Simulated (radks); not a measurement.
**Taking charge from the 2p level of Al in fractions**

What happens to E and to the 2p eigenvalue of Al when a fraction of an electron is removed? The exact functional would give straight lines between whole numbers for a frontier level.

The numbers are computed with radks (a radial shooting solver on a logarithmic mesh, Libxc functionals) version 1 (scalar-relativistic Kohn-Sham, r2SCAN, spin-polarised, spherical densities, finite nucleus; open shells are filled with parallel spins first), except any that are marked as measured or tabulated.

## (1) The system

* element: aluminium (Z = 13)
* charge: 0
* electrons: 13
* configuration: [He] 2s2 2p(up 3, down 3) 3s2 3p1
* nuclear rms radius: 3.061 fm

A shell typed twice in an input gives spin up, then spin down.

## (2) Start: [He] 2s2 2p(up 3, down 3) 3s2 3p1

The run's settings:

```text
Z 13
configuration [He] 2s2 2p3 2p3 3s2 3p1
relativity scalar-relativistic
functional r2scan,r2scan
spin polarised
nucleus finite rms 3.061 fm
c 137.035999084
```

## (3) 0.25 electron removed from 2p

The run's settings:

```text
Z 13
configuration [He] 2s2 2p3 2p2.75 3s2 3p1
relativity scalar-relativistic
functional r2scan,r2scan
spin polarised
nucleus finite rms 3.061 fm
c 137.035999084
```

## (4) 0.5 electron removed from 2p

The run's settings:

```text
Z 13
configuration [He] 2s2 2p3 2p2.5 3s2 3p1
relativity scalar-relativistic
functional r2scan,r2scan
spin polarised
nucleus finite rms 3.061 fm
c 137.035999084
```

## (5) 0.75 electron removed from 2p

The run's settings:

```text
Z 13
configuration [He] 2s2 2p3 2p2.25 3s2 3p1
relativity scalar-relativistic
functional r2scan,r2scan
spin polarised
nucleus finite rms 3.061 fm
c 137.035999084
```

## (6) 1 electron removed from 2p

The run's settings:

```text
Z 13
configuration [He] 2s2 2p3 2p2 3s2 3p1
relativity scalar-relativistic
functional r2scan,r2scan
spin polarised
nucleus finite rms 3.061 fm
c 137.035999084
```

Before running it: what results should come out? Wanted: for each run, removed; E − E(0); eigenvalue; E minus straight line.

**Answer**, as computed:

| removed (e) | E − E(0) (eV) | eigenvalue (eV) | E minus straight line (eV) |
| --- | --- | --- | --- |
| 0 | 0.000 | -71.358 | 0.000 |
| 0.25 | 18.561 | -77.192 | -2.291 |
| 0.5 | 38.612 | -83.274 | -3.092 |
| 0.75 | 60.211 | -89.571 | -2.345 |
| 1 | 83.409 | -96.060 | 0.000 |

Removing the whole electron costs 83.409 eV, against 71.358 eV from minus the starting eigenvalue. Slater's transition state, half an electron removed, gives 83.274 eV. The trapezoid integral of minus the eigenvalue gives 83.437 eV over the range, against 83.409 eV from the energies (Janak's theorem; approximate here, since the scalar-relativistic density holds large components alone). The eigenvalue moves by 24.7 eV per electron. E bends below the straight line by 3.09 eV at 0.5 electron removed.
